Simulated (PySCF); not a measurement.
# Sn6Cl6 prismane (Sn₆Cl₆): geometry, NMR shifts and electronic excitations

Wanted: the NMR shifts and electronic excitations of Sn6Cl6 prismane (Sn₆Cl₆), by calculation.

Programs: PySCF 2.14.0, with density-fitted response routines of our own. Each step states its level of theory. These are calculated values for one molecule in the gas phase, unless marked as measured. Atoms count from 0, in the outputs and in this text.

## (1) The starting structure

12 atoms, charge 0, multiplicity 1; geometry from: GFN1-xTB. The atoms were then displaced at random by about 0.03 Å, so the start is not that level's minimum.

Bonds of the start (Å): Sn0–Cl1 2.26, Sn0–Sn2 3.02, Sn0–Sn4 2.99, Sn0–Sn8 2.83, Sn2–Cl3 2.26, Sn2–Sn4 2.93, Sn2–Sn10 2.74, Sn4–Cl5 2.32, Sn4–Sn6 2.76, Sn6–Cl7 2.39, Sn6–Sn8 2.93, Sn6–Sn10 2.95, Sn8–Cl9 2.33, Sn8–Sn10 2.92, Sn10–Cl11 2.34.

## (2) Geometry optimisation at PBE0-D3(BJ)/def2-SVP

What the job is given:

```
{"job": {"xc": "PBE0", "basis": "def2-SVP", "d3": "d3bj", "grid": 1, "maxiter": 40, "shake": 0.03, "kind": "geom"}, "charge": 0, "multiplicity": 1}
Sn     1.437270    -1.713540     0.313710
Cl     2.602990    -3.642080     0.500820
Sn    -1.523840    -1.354800     0.816880
Cl    -2.805240    -3.060670     1.550790
Sn    -0.461630    -1.021480    -1.891070
Cl    -0.961360    -2.374180    -3.705680
Sn     0.163220     1.625310    -1.408620
Cl     0.373300     3.632450    -2.681390
Sn     1.636170     1.010870     1.048440
Cl     3.246580     2.371910     2.039170
Sn    -1.262270     1.350700     1.161350
Cl    -2.329720     3.092760     2.306580
```

The run is started by

```sh
> OMP_NUM_THREADS=2 python probes_run.py task.json out
```

One launch serves the whole session: the jobs run in the order shown.

Standard output:

```text
step   0  E = -4045.71981486  max force = 0.030797
step   1  E = -4045.73443319  max force = 0.004832
step   2  E = -4045.73522042  max force = 0.003119
step   3  E = -4045.73564088  max force = 0.003963
step   4  E = -4045.73593372  max force = 0.002029
step   5  E = -4045.73604508  max force = 0.001349
step   6  E = -4045.73606965  max force = 0.001291
step   7  E = -4045.73613446  max force = 0.000850
step   8  E = -4045.73617147  max force = 0.001014
step   9  E = -4045.73620509  max force = 0.001731
step  10  E = -4045.73621471  max force = 0.002987
step  11  E = -4045.73626492  max force = 0.002908
step  12  E = -4045.73648212  max force = 0.001727
step  13  E = -4045.73651000  max force = 0.001910
step  14  E = -4045.73654143  max force = 0.001529
step  15  E = -4045.73658166  max force = 0.000933
step  16  E = -4045.73661900  max force = 0.000938
step  17  E = -4045.73665587  max force = 0.000891
step  18  E = -4045.73669018  max force = 0.000946
step  19  E = -4045.73671746  max force = 0.000929
step  20  E = -4045.73673723  max force = 0.000822
step  21  E = -4045.73675251  max force = 0.000702
step  22  E = -4045.73675956  max force = 0.000614
step  23  E = -4045.73676320  max force = 0.000576
step  24  E = -4045.73676696  max force = 0.000541
step  25  E = -4045.73677022  max force = 0.000517
step  26  E = -4045.73677187  max force = 0.000507
step  27  E = -4045.73677340  max force = 0.000498
step  28  E = -4045.73677412  max force = 0.000494
step  29  E = -4045.73677445  max force = 0.000491
step  30  E = -4045.73677461  max force = 0.000490
step  31  E = -4045.73677470  max force = 0.000490
step  32  E = -4045.73677479  max force = 0.000489
step  33  E = -4045.73677487  max force = 0.000488
step  34  E = -4045.73677496  max force = 0.000487
step  35  E = -4045.73677504  max force = 0.000487
step  36  E = -4045.73677514  max force = 0.000486
step  37  E = -4045.73677523  max force = 0.000486
step  38  E = -4045.73677532  max force = 0.000485
step  39  E = -4045.73677541  max force = 0.000485
step  40  E = -4045.73677551  max force = 0.000484
optimisation not converged
```

Run time: 36 min. Hardware: 2 threads of Intel Xeon at 2.60GHz, shared host; peak memory 3.5 GiB.

Along the way: (not every step is listed)

| step | energy from step 0 (eV) | largest force component (eV/Å) |
| --- | --- | --- |
| 0 | 0.0000 | 1.5836 |
| 1 | -0.3978 | 0.2485 |
| 2 | -0.4192 | 0.1604 |
| 3 | -0.4306 | 0.2038 |
| 4 | -0.4386 | 0.1043 |
| 5 | -0.4416 | 0.0694 |
| 6 | -0.4423 | 0.0664 |
| 7 | -0.4441 | 0.0437 |
| 8 | -0.4451 | 0.0521 |
| 10 | -0.4463 | 0.1536 |
| 12 | -0.4535 | 0.0888 |
| 14 | -0.4552 | 0.0786 |
| 16 | -0.4573 | 0.0482 |
| 18 | -0.4592 | 0.0486 |
| 20 | -0.4605 | 0.0423 |
| 22 | -0.4611 | 0.0316 |
| 24 | -0.4613 | 0.0278 |
| 26 | -0.4614 | 0.0261 |
| 28 | -0.4615 | 0.0254 |
| 30 | -0.4615 | 0.0252 |
| 32 | -0.4615 | 0.0251 |
| 34 | -0.4615 | 0.0250 |
| 35 | -0.4615 | 0.0250 |
| 36 | -0.4615 | 0.0250 |
| 37 | -0.4615 | 0.0250 |
| 38 | -0.4615 | 0.0249 |
| 39 | -0.4615 | 0.0249 |
| 40 | -0.4615 | 0.0249 |

Close pairs (by a distance rule), those that changed most:

| bond | before (Å) | after (Å) | change (Å) |
| --- | --- | --- | --- |
| Sn2–Sn10 | 2.740 | 2.886 | +0.146 |
| Sn2–Cl3 | 2.256 | 2.373 | +0.117 |
| Sn4–Sn6 | 2.762 | 2.871 | +0.109 |
| Sn0–Cl1 | 2.261 | 2.370 | +0.108 |
| Sn2–Sn4 | 2.928 | 3.019 | +0.091 |
| Sn8–Sn10 | 2.920 | 3.011 | +0.091 |
| Sn6–Sn8 | 2.930 | 3.003 | +0.073 |
| Sn4–Cl5 | 2.318 | 2.372 | +0.054 |

The end geometry stands in the next job.

The optimisation stopped before it met its thresholds, so this geometry is not quite a stationary point, and what follows inherits that.

| at the end point | value |
| --- | --- |
| rotational constants (GHz, main isotopes) | 0.109, 0.091, 0.090 |
| dipole moment (D) | 0.23 |

## (3) NMR shieldings: PBE0/def2-TZVP+pcSseg-1

What the job is given:

```
{"job": {"kind": "nmr", "xc": "PBE0", "basis": {"default": "pcSseg-1", "Sn": "def2-TZVP"}}, "charge": 0, "multiplicity": 1}
Sn     1.348867    -1.740939     0.124888
Cl     2.605419    -3.715613     0.494538
Sn    -1.497101    -1.337497     0.994010
Cl    -3.141871    -2.872130     1.748774
Sn    -0.721424    -0.925323    -1.894180
Cl    -1.124350    -2.134931    -3.894500
Sn     0.611221     1.570930    -1.406326
Cl     0.987576     3.507574    -2.722553
Sn     1.526832     0.828334     1.355997
Cl     3.352629     1.871134     2.450295
Sn    -1.355335     1.541186     0.854021
Cl    -2.476995     3.324526     1.946015
```

With the program's defaults for keys left out, this is: GIAO PBE0/pcSseg-1 Sn:def2-TZVP NMR shielding, scalar relativity only through core potentials, gas phase.

Standard output:

```text
coarse grid: 86056 points
cycle   1  E = -3977.6060788430  dE = -1.547e+02  |g| = 1.483e+01  |ddm| = 7.715e+01
cycle   2  E = -3382.1444098763  dE =  5.955e+02  |g| = 3.309e+01  |ddm| = 7.098e+01
cycle   3  E = -4027.9429635224  dE = -6.458e+02  |g| = 7.222e+00  |ddm| = 6.913e+01
cycle   4  E = -4006.5754535769  dE =  2.137e+01  |g| = 1.102e+01  |ddm| = 4.978e+01
cycle   5  E = -4029.1253269739  dE = -2.255e+01  |g| = 5.718e+00  |ddm| = 1.362e+01
cycle   6  E = -4018.2147084912  dE =  1.091e+01  |g| = 7.197e+00  |ddm| = 2.711e+01
cycle   7  E = -4044.7701784326  dE = -2.656e+01  |g| = 2.157e+00  |ddm| = 2.603e+01
cycle   8  E = -4044.4570070819  dE =  3.132e-01  |g| = 2.357e+00  |ddm| = 6.079e+00
cycle   9  E = -4046.1570077648  dE = -1.700e+00  |g| = 1.039e+00  |ddm| = 4.688e+00
cycle  10  E = -4046.3823664532  dE = -2.254e-01  |g| = 6.514e-01  |ddm| = 2.404e+00
cycle  11  E = -4046.4859436892  dE = -1.036e-01  |g| = 2.757e-01  |ddm| = 1.323e+00
cycle  12  E = -4046.5057728058  dE = -1.983e-02  |g| = 1.317e-01  |ddm| = 6.666e-01
cycle  13  E = -4046.5106369408  dE = -4.864e-03  |g| = 4.130e-02  |ddm| = 2.496e-01
cycle  14  E = -4046.5110469507  dE = -4.100e-04  |g| = 2.087e-02  |ddm| = 9.874e-02
cycle  15  E = -4046.5111756112  dE = -1.287e-04  |g| = 7.296e-03  |ddm| = 4.581e-02
cycle  16  E = -4046.5111918127  dE = -1.620e-05  |g| = 1.841e-03  |ddm| = 1.340e-02
cycle  17  E = -4046.5111927180  dE = -9.053e-07  |g| = 7.240e-04  |ddm| = 3.583e-03
final grid: 154744 points
cycle  18  E = -4046.5109986927  dE = -4.684e-07  |g| = 1.156e-03  |ddm| = 4.339e-03
cycle  19  E = -4046.5109972658  dE =  1.427e-06  |g| = 2.361e-03  |ddm| = 5.661e-03
cycle  20  E = -4046.5109990392  dE = -1.773e-06  |g| = 4.697e-04  |ddm| = 4.428e-03
cycle  21  E = -4046.5109991088  dE = -6.959e-08  |g| = 5.875e-05  |ddm| = 7.974e-04
cycle  22  E = -4046.5109991091  dE = -2.838e-10  |g| = 5.191e-05  |ddm| = 1.734e-04
cycle  23  E = -4046.5109991100  dE = -9.049e-10  |g| = 1.287e-05  |ddm| = 1.058e-04
converged SCF energy = -4046.5109991100

GIAO shielding tensors (ppm)
atom      isotropic    diamagn.    paramagn.     s11        s22        s33       span
  0 Sn         nan         nan         nan        nan        nan        nan        nan
  1 Cl     519.564    1147.316    -627.752    168.031    328.061   1062.600    894.569
  2 Sn         nan         nan         nan        nan        nan        nan        nan
  3 Cl     492.733    1147.316    -654.583    124.158    293.388   1060.653    936.496
  4 Sn         nan         nan         nan        nan        nan        nan        nan
  5 Cl     494.157    1147.314    -653.157    128.412    295.888   1058.172    929.759
  6 Sn         nan         nan         nan        nan        nan        nan        nan
  7 Cl     506.135    1147.336    -641.201    149.590    301.596   1067.220    917.629
  8 Sn         nan         nan         nan        nan        nan        nan        nan
  9 Cl     505.668    1147.329    -641.661    136.222    321.232   1059.551    923.330
 10 Sn         nan         nan         nan        nan        nan        nan        nan
 11 Cl     498.826    1147.315    -648.489    132.631    301.201   1062.645    930.014
```

Run time: 4.4 min. Hardware: 2 threads of Intel Xeon at 2.60GHz, shared host; peak memory 4.7 GiB.

Shifts follow as δ = σ(reference) − σ, with reference shieldings (ppm) from runs at the same level and on the same kind of geometry: 35Cl HCl 943. The references are single molecules in the gas phase. Atoms listed in one row are averaged.

| atoms | environment | σ (ppm) | δ (ppm) |
| --- | --- | --- | --- |
| Cl1, Cl3, Cl5, Cl7, Cl9, Cl11 | chlorine bonded to Sn | 503 | 440 |

Atoms past Kr carry core potentials, so their printed shieldings have no meaning and are left out of the table.

The run also stored atomic charges by several schemes (e):

| atoms | Mulliken | ESP fit |
| --- | --- | --- |
| Sn0, Sn2, Sn4, Sn6, Sn8, Sn10 | 0.25 | 0.19 |
| Cl1, Cl3, Cl5, Cl7, Cl9, Cl11 | -0.25 | -0.19 |

Mayer bond orders: Sn0–Cl1 0.99, Sn0–Sn2 0.58, Sn0–Sn4 0.57, Sn0–Sn8 0.76, Sn2–Cl3 0.99, Sn2–Sn4 0.56, Sn2–Sn10 0.73, Sn4–Cl5 0.98, Sn4–Sn6 0.74, Sn6–Cl7 0.98, Sn6–Sn8 0.57, Sn6–Sn10 0.58, Sn8–Cl9 0.98, Sn8–Sn10 0.57, Sn10–Cl11 0.98.

With diffuse functions Mulliken charges and Mayer bond orders lose their meaning; the other schemes are steadier.

The fields below are evaluated on a grid from the run's orbitals.

Frontier orbitals at PBE0/def2-TZVP+pcSseg-1, with the share of their density that lies nearest to each atom:

| orbital | energy (eV) | lies on |
| --- | --- | --- |
| HOMO | -7.10 | 4 Sn atoms about 17 % each; Sn0, Sn6 about 8 % each |
| LUMO | -4.01 | 6 Sn atoms about 12 % each |

ELF in a plane through or near 2 of the atoms.

Ten even steps from '0' (0.00) to '9' (0.88):
```
0000000000000000000000000000
0000000000000000000000000000
0000000000000000000000000000
0000000000000000000000000000
0000000000000000000000000000
0000000001110013432000000000
0000000035542245545310000000
0000000257763243233420000000
0000001256543233323431000000
0000001244332002334321000000
0000001245542002445421000000
0000000244333333563331000000
0000000122323544607222110000
0000233222223762673367764100
0003689974224564226833997300
0003799997310110138858696200
0001479997400000037999963000
0000135664200000014666420000
0000000000000000000000000000
0000000000000000000000000000
```
The map spans 11.5 Å across and 12.3 Å up, centred on the molecule. Atoms in the plane (x, y in Å): Sn0 (1.4, -1.6), Cl1 (3.0, -3.3).

log10 of the density (e/Å³) in the same plane.

Ten even steps from '0' (-4.0) to '9' (1.7):
```
0000000000000000000000000000
0000000000000000000000000000
0000000000000000000000000000
0000000000000111111100000000
0000000112222222332222100000
0000012223333334444332210000
0000123344444455555443321000
0001223445555556666544321000
0001234455655556666544321000
0001234455665555565543321000
0001233455555555565544321000
0001233455665556887654321000
0001234456776667988655433200
0012344555666566887666554310
0123456665555455556778765321
0124566665544334456799765321
0123456655432222345666654321
0012344444321101234445443210
0000122222110000012222221000
0000000100000000000000000000
```
The map spans 11.5 Å across and 12.3 Å up, centred on the molecule. Atoms in the plane (x, y in Å): Sn0 (1.4, -1.6), Cl1 (3.0, -3.3).

On the surface of density 0.002 e/bohr³ the electrostatic potential runs, from the 1st to the 99th percentile, from -0.30 V near Cl7 to 2.09 V near Sn10.

## (4) Ultraviolet spectrum: wB97X-D/def2-SVPD

Same as in step 3 but for these lines:

```diff
@@ -1,2 +1,2 @@
-{"job": {"kind": "nmr", "xc": "PBE0", "basis": {"default": "pcSseg-1", "Sn": "def2-TZVP"}}, "charge": 0, "multiplicity": 1}
+{"job": {"kind": "uv", "xc": "wB97X-D", "basis": "def2-SVPD", "ip": true, "nstates": 10}, "charge": 0, "multiplicity": 1}
 Sn     1.348867    -1.740939     0.124888
```

Level: TDDFT wB97X-D/def2-SVPD, vertical, gas phase, core orbitals frozen in the response.

Standard output:

```text
coarse grid: 86056 points
cycle   1  E = -3981.3240153510  dE = -7.787e+01  |g| = 1.278e+01  |ddm| = 6.015e+01
cycle   2  E = -3428.8982313919  dE =  5.524e+02  |g| = 2.802e+01  |ddm| = 1.122e+03
cycle   3  E = -4037.6409722371  dE = -6.087e+02  |g| = 4.819e+00  |ddm| = 1.125e+03
cycle   4  E = -4014.2560631936  dE =  2.338e+01  |g| = 9.405e+00  |ddm| = 3.912e+01
cycle   5  E = -4036.1644319778  dE = -2.191e+01  |g| = 4.961e+00  |ddm| = 3.055e+01
cycle   6  E = -4032.8550684762  dE =  3.309e+00  |g| = 5.263e+00  |ddm| = 1.275e+01
cycle   7  E = -4046.5495491433  dE = -1.369e+01  |g| = 1.015e+00  |ddm| = 8.657e+00
cycle   8  E = -4046.7741480316  dE = -2.246e-01  |g| = 7.809e-01  |ddm| = 3.371e+00
cycle   9  E = -4046.9565668108  dE = -1.824e-01  |g| = 2.258e-01  |ddm| = 1.512e+00
cycle  10  E = -4046.9711679755  dE = -1.460e-02  |g| = 1.254e-01  |ddm| = 5.003e-01
cycle  11  E = -4046.9768639184  dE = -5.696e-03  |g| = 3.259e-02  |ddm| = 2.829e-01
cycle  12  E = -4046.9774103902  dE = -5.465e-04  |g| = 6.741e-03  |ddm| = 1.190e-01
cycle  13  E = -4046.9774425980  dE = -3.221e-05  |g| = 3.406e-03  |ddm| = 3.023e-02
cycle  14  E = -4046.9774538940  dE = -1.130e-05  |g| = 2.234e-03  |ddm| = 1.615e-02
cycle  15  E = -4046.9774605516  dE = -6.658e-06  |g| = 9.323e-04  |ddm| = 1.446e-02
final grid: 154744 points
cycle  16  E = -4046.9588215915  dE = -3.517e-05  |g| = 3.562e-03  |ddm| = 3.608e-02
cycle  17  E = -4046.9588217152  dE = -1.237e-07  |g| = 3.137e-03  |ddm| = 1.388e-02
cycle  18  E = -4046.9588244995  dE = -2.784e-06  |g| = 6.291e-04  |ddm| = 6.907e-03
cycle  19  E = -4046.9588246745  dE = -1.750e-07  |g| = 1.489e-04  |ddm| = 1.706e-03
cycle  20  E = -4046.9588247085  dE = -3.397e-08  |g| = 1.189e-04  |ddm| = 9.284e-04
cycle  21  E = -4046.9588247263  dE = -1.783e-08  |g| = 3.460e-05  |ddm| = 6.851e-04
cycle  22  E = -4046.9588247291  dE = -2.854e-09  |g| = 1.738e-05  |ddm| = 3.130e-04
cycle  23  E = -4046.9588247296  dE = -4.393e-10  |g| = 6.461e-06  |ddm| = 1.232e-04
converged SCF energy = -4046.9588247296

Static polarisability (au): isotropic 401.455, principal 376.666 378.805 448.893

Singlet excitations
state   eV       nm        f      main configurations
  1   2.2018    563.1   0.00053   H->L 0.92
  2   2.2120    560.5   0.00011   H-1->L 0.93
  3   2.5338    489.3   0.00048   H->L+2 0.42, H->L+1 0.39
  4   2.5648    483.4   0.00242   H-1->L+1 0.42, H->L+1 0.40
  5   2.5891    478.9   0.00355   H-1->L+1 0.41, H->L+2 0.27, H->L+1 0.15
  6   2.7320    453.8   0.00300   H-1->L+2 0.49, H->L+3 0.41
  7   2.7774    446.4   0.00298   H-1->L+3 0.74, H->L+2 0.19
  8   3.0319    408.9   0.00002   H-2->L 0.95
  9   3.2282    384.1   0.04340   H->L+3 0.37, H-1->L+2 0.28, H-2->L+1 0.23
 10   3.3052    375.1   0.00137   H->L+4 0.75, H-1->L+5 0.16

Triplet excitations (Tamm-Dancoff, eV): 2.0179 2.0261 2.2608 2.2650
Vertical ionisation energy (delta-SCF) = 8.3169 eV
Vertical electron affinity (delta-SCF) = 2.8261 eV
```

It took 11 min on 2 threads of Intel Xeon at 2.60GHz, shared host; peak memory 3.8 GiB.

Frontier orbitals and where they lie:

| orbital | eV | atoms |
| --- | --- | --- |
| HOMO−3 | -9.51 | Sn2 14 %, Sn10 13 %, Sn6 13 % |
| HOMO−2 | -9.32 | Sn0 13 %, Sn8 13 %, Sn6 13 % |
| HOMO−1 | -8.54 | Sn6 18 %, Sn0 18 %, Sn10 13 % |
| HOMO | -8.52 | Sn8 17 %, Sn4 17 %, Sn2 15 % |
| LUMO | -2.54 | Sn6 13 %, Sn0 12 %, Sn8 12 % |
| LUMO+1 | -2.24 | Sn2 18 %, Sn6 16 %, Sn0 12 % |
| LUMO+2 | -2.21 | Sn6 16 %, Sn0 16 %, Sn8 13 % |

With each of the 10 states as a Gaussian band of 0.4 eV half-width at 1/e, the curve within the window shown has maxima at 387 nm (ε 1,900) L/(mol cm). Beyond the last state computed it falls off for lack of states. The curve at chosen wavelengths:

(nm, ε (L/mol/cm)): (344, 758), (361, 1410), (378, 1838), (396, 1843), (413, 1560), (430, 1220), (447, 943), (464, 744), (482, 590), (499, 474), (516, 374), (533, 289), (550, 218), (568, 159), (585, 117), (602, 85), (619, 61), (636, 44), (654, 32), (671, 23), (688, 17), (705, 12), (722, 9), (740, 6), (757, 5), (774, 3)

Leading natural transition orbitals of singlet state 9: the hole lies on Sn4, Sn8, Sn10 about 19 % each; Sn0, Sn2 about 13 % each; the particle on Sn2 22 %; Sn4, Sn10 about 16 % each; Sn6, Sn8 about 12 % each.

Leading natural transition orbitals of singlet state 1: the hole lies on Sn4, Sn8, Sn10 about 19 % each; Sn2 14 %; Sn0, Sn6 about 9 % each; the particle on 6 Sn atoms about 13 % each.

Ground-state properties from the same run:

| property | computed |
| --- | --- |
| dipole moment (D) | 0.27 |
| polarisability (Å³) | 59.49 |
| HOMO–LUMO gap (eV) | 5.98 |
| −ε(HOMO) (eV) | 8.52 |

## (5) What came out

| quantity | value |
| --- | --- |
| rotational constants (main isotopes) | 0.11, 0.09, 0.09 GHz |
| 35Cl shifts against HCl (PBE0/def2-TZVP+pcSseg-1, means over atoms taken as alike) | 440 ppm |
| surface potential, 1st and 99th percentile | -0.30 V and 2.09 V |
| lowest singlet (wB97X-D/def2-SVPD) | 2.20 eV (563 nm), f = 0.001 |
| brightest single state of those computed | state 9, 3.23 eV, f = 0.043 |
| lowest triplet | 2.02 eV |
| vertical ionisation energy (ΔSCF) | 8.32 eV |
| vertical electron affinity (ΔSCF) | 2.83 eV |

What this shows: The start was shaken at random, so part of the energy gained undoes that. Over 40 steps the energy fell by 0.462 eV; of the close pairs, Sn2–Sn10 changed most, 2.740 to 2.886 Å. No frequency check was run at this level, so the end point may be a saddle. At PBE0/def2-TZVP+pcSseg-1, counted by nearest atom on the grid, the HOMO lies on 4 Sn atoms about 17 % each; Sn0, Sn6 about 8 % each, the LUMO on 6 Sn atoms about 12 % each. The first singlet state (HOMO→LUMO 0.92) lies at 2.20 eV and is dark; of the 10 states computed, the strongest absorption comes from state 9 at 3.23 eV. The lowest triplet lies 0.18 eV below the lowest singlet (triplets in Tamm-Dancoff, singlets in full TDDFT). Spin-orbit coupling, left out, mixes singlets and triplets in elements this heavy. ΔSCF puts the ionisation energy at 8.32 eV, 0.20 eV below −ε(HOMO). Spin-orbit coupling is left out, which matters for shieldings and couplings at and beside the heavy atoms.
